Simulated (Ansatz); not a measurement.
## MgZn₂, space group Fd-3m: a projected density of states, step by step

With Ansatz 0.2.0 through its Python package.

Run as a notebook:

```python
import warnings

import ansatz
import matplotlib.pyplot as plt
import numpy as np
```

```python
vectors = np.array([
    [0.0, 3.64205, 3.64205],
    [3.64205, 0.0, 3.64205],
    [3.64205, 3.64205, 0.0],
])
cell = (
    ansatz.Lattice.of(vectors)
    .atom("Mg", (0.75, 0.75, 0.75))
    .atom("Mg", (0.5, 0.5, 0.5))
    .atom("Zn", (0.125, 0.125, 0.125))
    .atom("Zn", (0.625, 0.125, 0.125))
    .atom("Zn", (0.125, 0.125, 0.625))
    .atom("Zn", (0.125, 0.625, 0.125))
)
```

```python
calc = (
    cell.calculation()
    .occupations("Fermi-Dirac", width=0.15)
    .kpoints(6, center="gamma")  # the mesh must be finer for metals
    .functional("lda")
    .scf(extra_bands=18)
    .density_of_states(projected=True, energy_step=0.1)  # states per eV and cell
)
with warnings.catch_warnings(record=True) as caught:
    warnings.simplefilter("always")
    done = calc.run(threads=1, backend="cpu")
print("warnings raised:", sorted(w.category.__name__ for w in caught) or "none")
rep = done.report

rep["n_iterations"], rep["closed_by"]
```

    warnings raised: ['DeckWarning', 'PlacementWarning']
    (8, 'deck_thresholds')

```python
rep["converged"], rep["free_energy_ev"]
```

    (True, -16789.11447498103)

```python
dos = done.density_of_states()
energy = np.asarray(dos.energies_ev) - dos.fermi_ev
curves = {}
for site in done.projected_density_of_states().sites:
    for shell in site.shells:
        weight = sum(np.sum(curve.g_bin_mean_per_ev, axis=0) for curve in shell.curves)
        name = f"{site.species} {shell.label}"
        curves[name] = curves.get(name, 0) + weight
```

```python
window = (energy > -10) & (energy < 6)
fig, ax = plt.subplots(figsize=(5.5, 3.5))
for name, g in curves.items():
    if g[window].max() > 0.05:
        ax.plot(energy[window], g[window], label=name, lw=1)
        print(f"{name:8s} peak {g[window].max():7.3f} states/eV at {energy[window][g[window].argmax()]:6.2f} eV")
ax.set(xlabel="E - E_F (eV)", ylabel="states/eV")
ax.legend(fontsize=7)
fig.tight_layout()
fig.savefig("pdos.png", dpi=100)
```

    Mg 3S    peak   0.808 states/eV at  -2.01 eV
    Zn 4S    peak   1.525 states/eV at  -7.11 eV
    Zn 3D    peak  60.754 states/eV at  -7.51 eV

Absolute energies stand on the zero of these potentials, so only differences at equal settings mean something. A total without «per atom» is that of the cell as typed. For a metal this k-point mesh is coarse: on a finer one energies can move by several to tens of meV an atom and pressures by half a GPa or more, differences at one mesh by less. A Fermi-Dirac width this large means warm electrons, whose thermal share enters the free energy. Peaks are the largest values inside the energy window taken; deeper bands lie outside it. The structure comes from a database of computed cells and needn't be a stable or known phase. Curves are summed over the cell's atoms. Only shells that the potentials hold have channels, so projections don't add up to the total, least of all where a shell is missing (p of most metals); heights and places of peaks move with the mesh. The density of states is complete only as far up as bands were computed. The whole script took 6.8 s on 1 thread of Arm Neoverse V1, on a shared host, peak memory 0.46 GiB.
